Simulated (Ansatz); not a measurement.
# HOTi: the cost of one run

The runs use Ansatz 0.2.0, Gaussian basis; def2-TZVPP, core rule «outside noble gas», up to 10 orbitals frozen.

Plan: UHF; ROHF; CCSD(T) on UHF.

### Step 1. The system

The geometry is a PBE0/def2-TZVP stationary point (not a proven minimum).

3 atoms, charge 0, spin multiplicity 4.

Atoms are counted from 1 here; the program's logs count them from 0.

Bond lengths: Ti1–O2 1.702 Å, Ti1–H3 1.852 Å. Angles: O2–Ti1–H3 180.0°.

### Step 2. UHF

File in.yaml:

```yaml
crystal:
  periodic: [false, false, false]
  atoms:
    - {symbol: Ti, position_ang: [0.000000, 0.000000, -0.050233]}
    - {symbol: O, position_ang: [0.000000, 0.000000, -1.751733]}
    - {symbol: H, position_ang: [0.000000, 0.000000, 1.801967]}
basis:
  gaussian: {orbitals: def2-TZVPP}
magnetization: {spin_polarized: true, initial_magnetization: 3}
hamiltonian: {xc: hf}
output: {orbitals: {seedname: orbitals}}
```

Started as:

```bash
ansatz run in.yaml --threads 1 --pin off --events-out ev --progress --plain --max-ram 2816MiB --backend cpu
```

What time and memory should one allow on 1 thread of AMD EPYC 7R13, shared host?

About 22 s, with a peak of 0.31 GiB.
